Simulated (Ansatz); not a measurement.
# LiTe6Ru: the cost of one run

All numbers below are computed with Ansatz 0.2.0 (DFT PBE, plane waves, PAW, scalar-relativistic, no spin polarisation).

### 1 The starting structure

The cell holds 8 atoms (LiRuTe6): a = 7.379 Å, b = 6.276 Å, c = 6.371 Å, α = 106.99°, β = 101.01°, γ = 93.47°.

Coordinates:

```cif
data_structure
_symmetry_space_group_name_H-M 'P 1'
_symmetry_Int_Tables_number 1
_cell_length_a 7.3788
_cell_length_b 6.2756
_cell_length_c 6.3707
_cell_angle_alpha 106.987
_cell_angle_beta 101.005
_cell_angle_gamma 93.468
_cell_volume 274.81
loop_
_atom_site_label
_atom_site_type_symbol
_atom_site_fract_x
_atom_site_fract_y
_atom_site_fract_z
_atom_site_occupancy
Li1 Li 0.50608 0.43252 0.42659 1
Ru1 Ru 0.04990 0.38470 0.35531 1
Te1 Te 0.48660 0.93795 0.45426 1
Te2 Te 0.76247 0.35967 0.86405 1
Te3 Te 0.45524 0.02269 0.97044 1
Te4 Te 0.86577 0.85291 0.25684 1
Te5 Te 0.94776 0.83130 0.76889 1
Te6 Te 0.30704 0.51240 0.96203 1
```

### 2 The run

Contents of input.yaml:

```yaml
crystal:
  lattice:
    - [7.267095, -0.431029, -1.204056]
    - [-0.08202, 6.261644, -0.410235]
    - [-0.295507, -1.463517, 6.19331]
  atoms:
    - { symbol: Li, position: [0.506075, 0.432522, 0.426586] }
    - { symbol: Ru, position: [0.049897, 0.384704, 0.355309] }
    - { symbol: Te, position: [0.486599, 0.937952, 0.454262] }
    - { symbol: Te, position: [0.76247, 0.359665, 0.864047] }
    - { symbol: Te, position: [0.455235, 0.022689, 0.970443] }
    - { symbol: Te, position: [0.865765, 0.852912, 0.256836] }
    - { symbol: Te, position: [0.947763, 0.8313, 0.768885] }
    - { symbol: Te, position: [0.30704, 0.512395, 0.962033] }
kpoints:
  mp_grid: { grid: [2, 3, 3] }
magnetization:
  spin_polarized: false
scf:
  occupations: { method: fermi_dirac, width: 0.05 }
hamiltonian:
  pseudopotentials: { kind: paw }
  xc: pbe
basis:
  ecutwfc: 420
md:
  timestep: 1.0
  n_steps: 60
  ensemble: nvt_nose_hoover
  temperature: 600.0
  initial_velocities: maxwell_boltzmann
  seed: 533652
```

Started as:

```console
$ ansatz run input.yaml --threads 2 --pin off --max-ram 2560MiB --backend cpu --events-out ev --progress --plain --runs-dir out
```

**Question.** How long does this run take on 2 threads of an Arm CPU, shared host, and how much memory does it need?

About 5.3 min, with a peak of 0.68 GiB.
